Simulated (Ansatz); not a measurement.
**GaH4Cl (built from SMILES Cl.[GaH3]): a reaction path by the nudged elastic band**

The runs use Ansatz 0.2.0, Gaussian basis; PBE0-D4/def2-SVP.

## Step 1: The system as given

The first end: 6 atoms, charge 0, spin multiplicity 1.

Atoms are counted from 1 here; the program's logs count them from 0.

Bond lengths: Ga1–H2 1.576 Å, Ga1–H3 1.569 Å, Ga1–H4 1.569 Å, H5–Cl6 1.282 Å. Angles: H2–Ga1–H3 119.3°, H2–Ga1–H4 119.3°, H3–Ga1–H4 120.4°.

Geometry (Å):

```mol
ClGaH4
  3D, bonds by distance, orders not assigned

  6  4  0  0  0  0  0  0  0  0999 V2000
   -0.4979    0.7588   -0.0106 Ga  0  0
    0.2293    0.7425   -1.4083 H   0  0
    0.1317    1.5728    1.1734 H   0  0
   -1.9549    0.1886    0.1038 H   0  0
    1.3472   -1.6482   -0.4950 H   0  0
    0.7447   -1.6144    0.6367 Cl  0  0
  1  2  8  0
  1  3  8  0
  1  4  8  0
  5  6  8  0
M  END
```

The second end:

```
Ga   -0.4529    0.1660    0.6687
H     0.6139    0.3408   -1.6387
H     0.3279    1.4544    1.0589
H    -1.8279    0.0242   -0.0461
H     0.9123   -0.3021   -1.3889
Cl    0.4267   -1.6833    1.3461
```

## Step 2: The band at PBE0-D4/def2-SVP

neb/in.yaml reads:

```yaml
crystal:
  periodic: [false, false, false]
  atoms:
    - {symbol: Ga, position_ang: [-0.497929, 0.758765, -0.010641]}
    - {symbol: H, position_ang: [0.229273, 0.742464, -1.408250]}
    - {symbol: H, position_ang: [0.131661, 1.572790, 1.173360]}
    - {symbol: H, position_ang: [-1.954858, 0.188567, 0.103849]}
    - {symbol: H, position_ang: [1.347166, -1.648236, -0.494991]}
    - {symbol: Cl, position_ang: [0.744689, -1.614450, 0.636673]}
basis:
  gaussian: {orbitals: def2-SVP}
hamiltonian: {xc: pbe0, dispersion: d4}
neb:
  images: 5
  climbing: true
  max_iterations: 40
  initial_path: idpp
  final_atoms:
    - {symbol: Ga, position_ang: [-0.452924, 0.166028, 0.668714]}
    - {symbol: H, position_ang: [0.613908, 0.340759, -1.638730]}
    - {symbol: H, position_ang: [0.327851, 1.454357, 1.058862]}
    - {symbol: H, position_ang: [-1.827883, 0.024216, -0.046129]}
    - {symbol: H, position_ang: [0.912326, -0.302113, -1.388855]}
    - {symbol: Cl, position_ang: [0.426722, -1.683346, 1.346139]}
```

Run with:

```bash
$ ansatz run in.yaml --threads 2 --pin off --events-out ev --progress --plain --max-ram 4352MiB
```

**Question.** How long does this run take on 2 threads of Arm Neoverse V2, shared host?

About 75 s.
